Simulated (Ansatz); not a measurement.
**CH6BGaO: one species, many methods**

An exercise on one series of results from a longer session: the logs are not shown, and one member is left open.

Method: functionals in def2-TZVPP, the program's frozen cores in correlated methods; program: Ansatz 0.2.0, Gaussian basis.

The runs, in order: LDA (SPW92), PBE-D4, revPBE-D4, BLYP-D4, r2SCAN-D4, B97M-V, PBE0-D4, B3LYP-D4, r2SCANh-D4, r2SCAN0-D4, HSE06-D4, BHLYP-D4, CAM-B3LYP-D4, LC-ωPBE, ωB97X-V, ωB97M-V, B2PLYP, PBE-QIDH; CCSD(T)/def2-SVP; CCSD(T)/def2-TZVPP; MP2/def2-QZVPP; extrapolation to the limit; RPA on PBE.

### The relaxed structure

The geometry comes from an earlier relaxation with PBE0-D4 in a triple-zeta def2 set; it is a stationary point, not always the lowest conformer.

SMILES `BC[O][GaH2]`, 10 atoms, charge 0, spin multiplicity 1.

Atoms are counted from 1 here; the program's logs count them from 0.

Bond lengths: B1–C2 1.546 Å, B1–H5 1.200 Å, B1–H6 1.197 Å, C2–O3 1.407 Å, C2–H7 1.109 Å, C2–H8 1.104 Å, O3–Ga4 1.786 Å, Ga4–H9 1.565 Å, Ga4–H10 1.555 Å. Angles: C2–B1–H5 121.8°, C2–B1–H6 118.7°, H5–B1–H6 119.5°, B1–C2–O3 119.7°, B1–C2–H7 103.6°, B1–C2–H8 109.7°, O3–C2–H7 108.2°, O3–C2–H8 111.6°, H7–C2–H8 102.3°, C2–O3–Ga4 122.4°, O3–Ga4–H9 116.6°, O3–Ga4–H10 113.7°, H9–Ga4–H10 129.7°.

Set-up of the first run:

in.yaml reads:

```yaml
crystal:
  periodic: [false, false, false]
  atoms:
    - {symbol: B, position_ang: [-0.400823, 1.445636, 0.120919]}
    - {symbol: C, position_ang: [-0.976457, 0.071913, -0.293621]}
    - {symbol: O, position_ang: [-0.423996, -1.105665, 0.242351]}
    - {symbol: Ga, position_ang: [1.334183, -1.420889, 0.249236]}
    - {symbol: H, position_ang: [0.469029, 1.544760, 0.941168]}
    - {symbol: H, position_ang: [-0.871040, 2.435310, -0.362070]}
    - {symbol: H, position_ang: [-2.039770, 0.129297, 0.017557]}
    - {symbol: H, position_ang: [-1.056773, 0.018408, -1.393711]}
    - {symbol: H, position_ang: [2.231799, -0.396472, -0.522191]}
    - {symbol: H, position_ang: [1.733848, -2.722297, 1.000382]}
basis:
  gaussian: {orbitals: def2-TZVPP}
hamiltonian: {xc: lda}
output: {orbitals: {seedname: orbitals}}
```

On the command line:

```bash
ansatz run in.yaml --threads 4 --pin off --events-out ev --progress --plain --max-ram 10444MiB
```

Steps of the session up to this table: LDA; PBE-D4 (GGA); revPBE-D4 (GGA); BLYP-D4 (GGA); r2SCAN-D4 (meta-GGA); B97M-V (meta-GGA); B3LYP-D4 (hybrid); r2SCANh-D4 (hybrid); r2SCAN0-D4 (hybrid); HSE06-D4 (hybrid); BHLYP-D4 (hybrid); CAM-B3LYP-D4 (range-separated); LC-ωPBE (range-separated); ωB97X-V (range-separated); ωB97M-V (range-separated); B2PLYP (double hybrid); PBE-QIDH (double hybrid).

One table of the session follows, with a row left open; its other results are not shown here.

It belongs to the step «Frontier levels by functional». 

| functional | HOMO (eV) | LUMO (eV) | gap (eV) |
| --- | --- | --- | --- |
| LDA (SPW92) | ? | ? | ? |
| PBE-D4 | -6.25 | -2.45 | 3.80 |
| revPBE-D4 | -6.18 | -2.33 | 3.86 |
| BLYP-D4 | -6.16 | -2.32 | 3.84 |
| r2SCAN-D4 | -6.50 | -2.05 | 4.45 |
| B97M-V | -6.65 | -2.19 | 4.47 |
| PBE0-D4 | -7.64 | -1.42 | 6.22 |
| B3LYP-D4 | -7.43 | -1.67 | 5.76 |
| r2SCANh-D4 | -7.02 | -1.70 | 5.32 |
| r2SCAN0-D4 | -7.83 | -1.20 | 6.63 |
| HSE06-D4 | -7.23 | -1.81 | 5.43 |
| BHLYP-D4 | -9.01 | -0.53 | 8.48 |
| CAM-B3LYP-D4 | -9.08 | -0.39 | 8.69 |
| LC-ωPBE | -10.40 | 0.82 | 11.22 |
| ωB97X-V | -10.07 | 0.67 | 10.74 |
| ωB97M-V | -10.00 | 0.43 | 10.43 |

Estimate the missing values for LDA (SPW92).

The run gave: HOMO (eV): -6.42; LUMO (eV): -2.74; gap (eV): 3.68. In the column «HOMO (eV)» it lies between r2SCAN-D4 (-6.50) and PBE-D4 (-6.25).
